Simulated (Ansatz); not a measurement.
# ScVS3: the cost of one run

Program: Ansatz 0.2.0. Level of theory: DFT PBE, scalar-relativistic, plane waves, PAW. These are calculated values, not measurements.

**1. The structure to begin with**

It takes space group Pm-3m (No. 221, cubic). The conventional cell has a = 4.600 Å, b = 4.600 Å, c = 4.600 Å, α = 90.00°, β = 90.00°, γ = 90.00°. Around Sc (site symmetry m-3m) lie 12 S at 3.25 Å. V (site symmetry m-3m) is surrounded by 6 S at 2.30 Å. S (site symmetry 4/mmm) is surrounded by 2 V at 2.30 Å and 4 Sc at 3.25 Å.

Coordinates:

```
CELL_PARAMETERS angstrom
4.59967 0.00000 0.00000
0.00000 4.59967 0.00000
0.00000 0.00000 4.59967
ATOMIC_POSITIONS crystal
Sc 0.50000 0.50000 0.50000
V 0.00000 0.00000 0.00000
S 0.50000 0.00000 0.00000
S 0.00000 0.50000 0.00000
S 0.00000 0.00000 0.50000
```

The cell is invented: perovskite family, tilts a0a0a0 (Pm-3m, No. 221). Lengths come from tabulated atomic sizes and are only a guess.

**2. Probe: one point on a coarse mesh**

Contents of input.yaml:

```yaml
crystal:
  lattice:
    - [4.59967434, 0.0, 0.0]
    - [0.0, 4.59967434, 0.0]
    - [0.0, 0.0, 4.59967434]
  atoms:
    - { symbol: Sc, position: [0.5, 0.5, 0.5] }
    - { symbol: V, position: [0.0, 0.0, 0.0], spin: 2.0 }
    - { symbol: S, position: [0.5, 0.0, 0.0] }
    - { symbol: S, position: [0.0, 0.5, 0.0] }
    - { symbol: S, position: [0.0, 0.0, 0.5] }
basis:
  ecutwfc: 420
kpoints:
  mp_grid: { grid: [4, 4, 4] }
hamiltonian:
  xc: pbe
scf:
  occupations: { method: gaussian, width: 0.1 }
  lower_state_search: "off"
output:
  forces: true
  stress: true
  eigenvalues: true
  populations: true
magnetization:
  spin_polarized: true
```

Command:

```sh
$ ansatz run input.yaml --threads 1 --pin off --max-ram 2048MiB --backend cpu --events-out ev --progress --plain --runs-dir out
```

Q: Estimate wall time and peak memory on 1 thread of Arm Neoverse N1, shared host.

About 11 s, with a peak of 0.36 GiB.
